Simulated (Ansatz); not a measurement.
# C3H7FGeO: the cost of one run

Program: Ansatz 0.2.0, Gaussian basis. Level of theory: PBE/6-31G*. These are calculated values, not measurements.

### 1 The geometry

An earlier PBE0-D4 in a triple-zeta def2 set relaxation fixed the geometry.

SMILES `CC(C)[O][Ge][F]`, 13 atoms, charge 0, spin multiplicity 1.

Atoms are counted from 1 here; the program's logs count them from 0.

Bond lengths: C1–C2 1.515 Å, C1–H7 1.093 Å, C1–H8 1.093 Å, C1–H9 1.092 Å, C2–C3 1.515 Å, C2–O4 1.422 Å, C2–H10 1.103 Å, C3–H11 1.093 Å, C3–H12 1.093 Å, C3–H13 1.092 Å, O4–Ge5 1.773 Å, Ge5–F6 1.751 Å. Angles: C2–C1–H7 110.0°, C2–C1–H8 110.7°, C2–C1–H9 110.8°, H7–C1–H8 108.6°, H7–C1–H9 108.2°, H8–C1–H9 108.4°, C1–C2–C3 112.4°, C1–C2–O4 108.7°, C1–C2–H10 108.5°, C3–C2–O4 108.7°, C3–C2–H10 108.5°, O4–C2–H10 110.0°, C2–C3–H11 110.7°, C2–C3–H12 110.0°, C2–C3–H13 110.8°, H11–C3–H12 108.6°, H11–C3–H13 108.4°, H12–C3–H13 108.2° and more.

### 2 Dynamics

The input, in.yaml:

```yaml
crystal:
  periodic: [false, false, false]
  atoms:
    - {symbol: C, position_ang: [-0.831899, -1.039698, 0.701890]}
    - {symbol: C, position_ang: [0.224299, -0.059813, 0.234668]}
    - {symbol: C, position_ang: [1.004882, -0.576681, -0.956010]}
    - {symbol: O, position_ang: [-0.413562, 1.157102, -0.131778]}
    - {symbol: Ge, position_ang: [-0.039965, 2.684172, 0.687712]}
    - {symbol: F, position_ang: [-1.145550, 3.656992, -0.259880]}
    - {symbol: H, position_ang: [-1.554630, -1.218424, -0.097659]}
    - {symbol: H, position_ang: [-0.378228, -1.993278, 0.982196]}
    - {symbol: H, position_ang: [-1.370452, -0.646108, 1.566338]}
    - {symbol: H, position_ang: [0.928393, 0.119368, 1.064767]}
    - {symbol: H, position_ang: [1.499827, -1.520174, -0.714083]}
    - {symbol: H, position_ang: [0.331463, -0.741975, -1.800254]}
    - {symbol: H, position_ang: [1.765924, 0.143619, -1.263109]}
basis:
  gaussian: {orbitals: "6-31G*"}
hamiltonian: {xc: {name: PBE}}
md: {timestep: 1 fs, n_steps: 30, ensemble: nvt_langevin, temperature: 500, initial_velocities: maxwell_boltzmann, friction: 0.01, seed: 714}
```

Started as:

```console
> ansatz run in.yaml --threads 8 --pin off --events-out ev --progress --plain --max-ram 18278MiB
```

Q: Estimate wall time and peak memory on 8 threads of Arm Neoverse V1, shared host.

About 31 s, with a peak of 0.61 GiB.
